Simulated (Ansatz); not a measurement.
# GeC (singlet): the correlation ladder at distance Ge1–C2 = 2.123 Å, cc-pVTZ

An exercise on one series of results from a longer session: the logs are not shown, and one member is left open.

Method: cc-pVTZ, core rule «outside noble gas», up to 15 orbitals frozen; program: Ansatz 0.2.0, Gaussian basis.

To be run: UHF; CCSD(T) on RHF; CCSD(T) on UHF; BCCD(T) on RHF; CISD; CCSDT(Q) on RHF; CCSDT(Q) on UHF; CASSCF and NEVPT2, 2 electrons in 2 orbitals; CASSCF and NEVPT2, 8 electrons in 8 orbitals.

33 further runs of the same task are left out: 1 for a mislabelled method, 2 for a known fault of the program, 21 that didn't finish, 9 set aside as unsound or not needed.

### The geometry

The geometry derives from a PBE0/def2-TZVP stationary point (not a proven minimum). One bond is set to the value named and the two fragments are kept rigid. No spin-orbit coupling is included. The filled d shell of Ge may be among the frozen orbitals whatever the setting's name suggests; the logs give the count.

2 atoms, charge 0, spin multiplicity 1.

Atoms are counted from 1 here; the program's logs count them from 0.

Bond lengths: Ge1–C2 2.123 Å.

The first run:

in.yaml reads:

```yaml
crystal:
  periodic: [false, false, false]
  atoms:
    - {symbol: Ge, position_ang: [0.000000, 0.000000, 0.000000]}
    - {symbol: C, position_ang: [0.000000, 0.000000, 2.123000]}
basis:
  gaussian: {orbitals: cc-pVTZ}
magnetization: {spin_polarized: true, initial_magnetization: 0}
hamiltonian: {xc: hf}
output: {orbitals: {seedname: orbitals}}
```

Command:

```
$ ansatz run in.yaml --threads 1 --pin off --events-out ev --progress --plain --max-ram 2393MiB
```

Among the steps run: UHF; CCSD(T) on RHF; CCSD(T) on UHF; BCCD(T) on RHF; CISD; CCSDT(Q) on RHF; CCSDT(Q) on UHF; CASSCF and NEVPT2, 2 electrons in 2 orbitals; CASSCF and NEVPT2, 8 electrons in 8 orbitals.

One table of the session follows, with a row left open; its other results are not shown here.

| method | from RCCSDT(Q) (kcal/mol) |
| --- | --- |
| RHF | +165.78 |
| RMP2 | +31.89 |
| UMP2 | +20.92 |
| CISD | +27.20 |
| RCCSD | ? |
| UCCSD | +4.95 |
| RCCSD(T) | +2.98 |
| UCCSD(T) | -4.81 |
| BCCD(T) | +3.05 |
| RCCSDT | +1.91 |
| UCCSDT | -8.13 |
| RCCSDT(Q) | 0 |
| UCCSDT(Q) | -10.86 |
| CASSCF pair | +138.42 |
| NEVPT2 pair | +30.03 |
| CASSCF valence | +90.25 |
| NEVPT2 valence | +22.12 |

Estimate the missing values for RCCSD.

The run gave: from RCCSDT(Q) (kcal/mol): +13.27. In the column «from RCCSDT(Q) (kcal/mol)» it lies between UCCSD (+4.95) and UMP2 (+20.92).

Among the levels timed on like hardware and quicker than the yardstick, those that no quicker one beats, quickest first: CISD (3.9 s, +27.20 kcal/mol); NEVPT2 valence (7.5 s, +22.12 kcal/mol); BCCD(T) (13 s, +3.05 kcal/mol); RCCSD(T) (14 s, +2.98 kcal/mol).

Left out of the table: UHF (another determinant or state than the rows shown).

Limits of these values: The determinant is far from a pure spin state, so its energy mixes those of several spin states (harmless only where they are near-degenerate, as at dissociation). The program flags UCCSD(T), UCCSDT(Q) as in doubt, so those rows may rest on another solution; read them beside their warnings. Warnings: restricted reference is unstable; spin contamination; coupled cluster took another determinant than the lowest; large T1 diagnostic. Restricted and unrestricted rows rest on different reference determinants; where their highest levels disagree by more than a few hundredths of an eV, they describe different states and don't form one ladder. Warnings in the runs' records: large difference.
